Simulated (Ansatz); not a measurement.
**FH₅OSSi₂: a ladder of functionals and wavefunction methods**

The task here is to estimate one member of a computed series from the others.

Method: functionals in def2-TZVPP, the program's frozen cores in correlated methods; program: Ansatz 0.2.0, Gaussian basis.

The runs, in order: PBE-D4, r2SCAN-D4, PBE0-D4, B3LYP-D4, ωB97X-V, ωB97M-V, B2PLYP; CCSD(T)/def2-TZVPP; MP2/def2-QZVPP; extrapolation to the limit.

## Structure used throughout

The geometry comes from an earlier relaxation with PBE0-D4 in a triple-zeta def2 set; it is a stationary point, not always the lowest conformer.

SMILES `O[SiH2][SiH](F)S`, 10 atoms, charge 0, spin multiplicity 1.

Atoms are counted from 1 here; the program's logs count them from 0.

Bond lengths: O1–Si2 1.650 Å, O1–H6 0.960 Å, Si2–Si3 2.348 Å, Si2–H7 1.491 Å, Si2–H8 1.483 Å, Si3–F4 1.604 Å, Si3–S5 2.136 Å, Si3–H9 1.484 Å, S5–H10 1.343 Å. Angles: Si2–O1–H6 116.8°, O1–Si2–Si3 108.0°, O1–Si2–H7 112.4°, O1–Si2–H8 106.6°, Si3–Si2–H7 108.5°, Si3–Si2–H8 112.3°, H7–Si2–H8 109.1°, Si2–Si3–F4 111.7°, Si2–Si3–S5 103.9°, Si2–Si3–H9 115.5°, F4–Si3–S5 111.6°, F4–Si3–H9 106.5°, S5–Si3–H9 107.6°, Si3–S5–H10 95.9°.

The first run:

in.yaml reads:

```yaml
crystal:
  periodic: [false, false, false]
  atoms:
    - {symbol: O, position_ang: [-0.217222, 1.019675, 1.930177]}
    - {symbol: Si, position_ang: [-0.592892, -0.431678, 1.239858]}
    - {symbol: Si, position_ang: [0.489471, -0.547758, -0.840820]}
    - {symbol: F, position_ang: [0.083283, -1.872852, -1.648061]}
    - {symbol: S, position_ang: [-0.155707, 1.218727, -1.853273]}
    - {symbol: H, position_ang: [-0.268028, 1.793113, 1.364457]}
    - {symbol: H, position_ang: [-2.058168, -0.594100, 1.019623]}
    - {symbol: H, position_ang: [-0.125089, -1.480621, 2.177308]}
    - {symbol: H, position_ang: [1.972442, -0.521010, -0.791804]}
    - {symbol: H, position_ang: [0.955009, 1.365204, -2.594566]}
basis:
  gaussian: {orbitals: def2-TZVPP}
hamiltonian: {xc: pbe, dispersion: d4}
output: {forces: true, orbitals: {seedname: orbitals}}
```

The run is started by

```bash
> ansatz run in.yaml --threads 4 --pin off --events-out ev --progress --plain --max-ram 10444MiB
```

Steps of the session up to this table: PBE-D4 (GGA); r2SCAN-D4 (meta-GGA); PBE0-D4 (hybrid); B3LYP-D4 (hybrid); ωB97X-V (range-separated); ωB97M-V (range-separated); B2PLYP (double hybrid); CCSD(T) in def2-TZVPP; MP2 in def2-QZVPP.

One of the session's tables, all rows but one given; the rest of the session is left out.

It belongs to the step «Atomisation energies». 

```
            method  atomisation energy (kJ/mol)
            PBE-D4                       3406.8
         r2SCAN-D4                       3400.2
           PBE0-D4                       3350.9
          B3LYP-D4                       3372.7
           ωB97X-V                       3419.0
           ωB97M-V                       3403.4
            B2PLYP                       3338.7
     HF/def2-TZVPP                            ?
    MP2/def2-TZVPP                       3355.7
   CCSD/def2-TZVPP                       3249.4
CCSD(T)/def2-TZVPP                       3298.2
           MP2/CBS                       3469.1
       CCSD(T)/CBS                       3411.6
```

**Question.** Estimate the row for HF/def2-TZVPP.

The run gave: atomisation energy (kJ/mol): 2462.4. In the column «atomisation energy (kJ/mol)» it is the lowest.
